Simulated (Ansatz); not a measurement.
# CH3BOS: how energies converge with the basis set

Aim: see how fast density functionals converge with the basis set for CH3BOS.

Program: Ansatz 0.2.0, Gaussian basis. Level of theory: one geometry, several basis sets. These are calculated values, not measurements.

The runs, in order: PBE0-D4/def2-SVP; ωB97M-V/def2-SVP; PBE0-D4/def2-QZVPP; ωB97M-V/def2-QZVPP; the functionals' def2-TZVPP values are taken from earlier runs.

## (1) The geometry

An earlier PBE0-D4 in a triple-zeta def2 set relaxation fixed the geometry.

SMILES `SC1BO1`, 7 atoms, charge 0, spin multiplicity 1.

Atoms are counted from 1 here; the program's logs count them from 0.

Bond lengths: S1–C2 1.761 Å, S1–H5 1.343 Å, C2–B3 1.511 Å, C2–O4 1.518 Å, C2–H6 1.085 Å, B3–O4 1.324 Å, B3–H7 1.184 Å. Angles: C2–S1–H5 98.1°, S1–C2–B3 126.0°, S1–C2–O4 117.4°, S1–C2–H6 111.2°, B3–C2–O4 51.8°, B3–C2–H6 122.0°, O4–C2–H6 110.6°, C2–B3–O4 64.3°, C2–B3–H7 157.1°, O4–B3–H7 138.4°, C2–O4–B3 63.8°.

## (2) PBE0-D4 in def2-SVP

The input, in.yaml:

```yaml
crystal:
  periodic: [false, false, false]
  atoms:
    - {symbol: S, position_ang: [-1.483565, 0.693844, -0.788339]}
    - {symbol: C, position_ang: [-0.375801, 0.120995, 0.455053]}
    - {symbol: B, position_ang: [1.012377, -0.429994, 0.222951]}
    - {symbol: O, position_ang: [0.057147, -1.332506, 0.388104]}
    - {symbol: H, position_ang: [-0.582120, 0.915039, -1.758974]}
    - {symbol: H, position_ang: [-0.738974, 0.365532, 1.447954]}
    - {symbol: H, position_ang: [2.172335, -0.400910, -0.012450]}
basis:
  gaussian: {orbitals: def2-SVP}
hamiltonian: {xc: pbe0, dispersion: d4}
output: {orbitals: {seedname: orbitals}}
```

On the command line:

```console
$ ansatz run in.yaml --threads 2 --pin off --events-out ev --progress --plain --max-ram 4352MiB
```

The runs that follow: ωB97M-V in def2-SVP; PBE0-D4 in def2-QZVPP; ωB97M-V in def2-QZVPP.

Q: Predict the results of all the runs planned. Wanted: PBE0-D4: double and triple zeta above quadruple; ωB97M-V: double and triple zeta above quadruple.

The runs gave:

```
                                       quantity          value
PBE0-D4: double and triple zeta above quadruple  8.73, 0.55 eV
ωB97M-V: double and triple zeta above quadruple  8.81, 0.52 eV
```

**Reading.** For PBE0-D4 the step from double to triple zeta gains 8.18 eV and the next only 0.55 eV. Total energies overstate the basis error of differences, where much of it tends to cancel. The LUMO of ωB97M-V is positive and keeps falling with the basis (1.56 to 0.88 eV): an unbound level that the basis holds in place.
